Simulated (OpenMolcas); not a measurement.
# Cu²⁺ among point charges: CASSCF and CASPT2 levels and susceptibility

How does a field of 6 point charges split the states of Cu²⁺, and what χT follows?

The numbers are computed with OpenMolcas 26.06 (state-averaged CASSCF and CASPT2, spin-orbit coupling by RASSI with atomic mean-field integrals), except any that are marked as measured or tabulated.

### 1 What is computed

```
Species                           : Cu²⁺ (copper, Z = 29, 27 electrons)
Basis                             : ANO-RCC-VDZP [5s4p2d1f], 34 functions
Scalar Hamiltonian                : DKH2, point nucleus
Inactive shells                   : 1s 2s 2p 3s 3p
Active space                      : 9 electrons in 5 orbitals (3d)
Some configurations of this space : 3d⁹
Orbitals                          : optimised for each spin and parity, averaged over all roots
```

Outer shells as boxes (Hund's rule):

3d9
```
3d [↑↓][↑↓][↑↓][↑↓][↑ ]
```

The ion sits among 6 point charges of -1 e arranged as an octahedron (Oh), 1.91 Å from the ion.

Each step is its own input file, run in one work folder so that later steps find the files of earlier ones. Labels, J, g values, rates, χT and fits are worked out afterwards by a script from the matrices that RASSI stores. The input lists half of the charges; inversion (Group=XYZ) makes the rest.

### 2 Basis and integrals

Input file a.inp:

```
&GATEWAY
Coord
1

Cu 0.0 0.0 0.0
Basis=ANO-RCC-VDZP
Group=XYZ
NoMove
AngMom=0.0 0.0 0.0
AMFI
XField
3 Angstrom 0
1.910000 0.000000 0.000000 -1.000000
0.000000 1.910000 0.000000 -1.000000
0.000000 0.000000 1.910000 -1.000000
&SEWARD
```

Run with:

```
$ OMP_NUM_THREADS=1 MOLCAS_MEM=1689 MOLCAS_PROJECT=a pymolcas a.inp > a.log
```

### 3 Reference wave functions, doublets of even parity, 5 roots

Input file a.inp:

```
&RASSCF
FileOrb=start.orb
Symmetry=1
Spin=2
nActEl=9 0 0
Inactive=3 6
Ras2=5 0
CIRoot=5 5 1
SDav=5
CIMx=300
Iter=120 100
PrWF=0.3
OrbListing=Nothing
MaxOrb=0
>>> COPY $Project.JobIph JOB001
```

start.orb holds the contracted functions of the basis, ordered by shell, or the orbitals of the step before.

### 4 State interaction with spin-orbit coupling

Input file a.inp:

```
&RASSI
NrOfJobIphs=1 5
1 2 3 4 5
IphNames
JOB001
EJob
SpinOrbit
DIPRint=1.0
SOCoupling=1000.0
Subsets=2
Property=9
'ANGMOM' 1 'ANGMOM' 2 'ANGMOM' 3 'MLTPL  1' 1 'MLTPL  1' 2 'MLTPL  1' 3
'AMFI' 1 'AMFI' 2 'AMFI' 3
SOProperty=3
'ANGMOM' 1 'ANGMOM' 2 'ANGMOM' 3
```

### 5 CASPT2: IPEA 0.25, imaginary shift 0.1 (closed shells correlated: 3s 3p)

Input file a.inp:

```
>>> COPY JOB001 $Project.JobIph
&CASPT2
Multistate=5 1 2 3 4 5
NoMult
Frozen=2 3
IPEA=0.25
Imaginary=0.1
MaxIter=60
WThr=0.0 0.3 0.05
PrWF=0.5
NoMix
```

(Steps that only read results are left out.)

**Question.** What will these runs give? Wanted: spin-free ground state; first state of the same spin within the active space; lowest level; next level.

As calculated:

| quantity | value |
| --- | --- |
| method | SS-CASPT2, IPEA 0.25, imaginary shift 0.1 (closed shells correlated: 3s 3p) |
| spin-free ground state | 2E, 2-fold in its orbital part |
| first state of the same spin within the active space | 2T2 at 2570 cm⁻¹ |
| lowest level | 4-fold Γ8 |
| next level | 2059.9 cm⁻¹ |
| χT at 300 K | 0.91 cm³ K/mol |
| effective moment at 300 K | 2.69 μB |

Cost by method:

```tsv
method	time of its own steps	time with the reference
A. CASSCF	1.7 s	1.7 s
B. SS-CASPT2, IPEA 0.25, imaginary shift 0.1, +3s 3p	0.52 s	2.2 s
```

Times are of one thread on a shared host.

The spin-free ground state (2E) comes to 100 % from free-ion D terms and keeps the highest spin of the shell. χT at 300 K is 0.91, against 0.38 cm³ K/mol for the spin alone, so orbital moment adds to it. A ligand-field fit to the states below 45000 cm-1 gives 10Dq = 2571 cm-1, the gap between the two states. An orbital doublet at a regular site is open to a Jahn-Teller distortion, which this geometry leaves out. The field of point charges can differ much from that of real complexes. This is an electrostatic model: the charges have no orbitals.
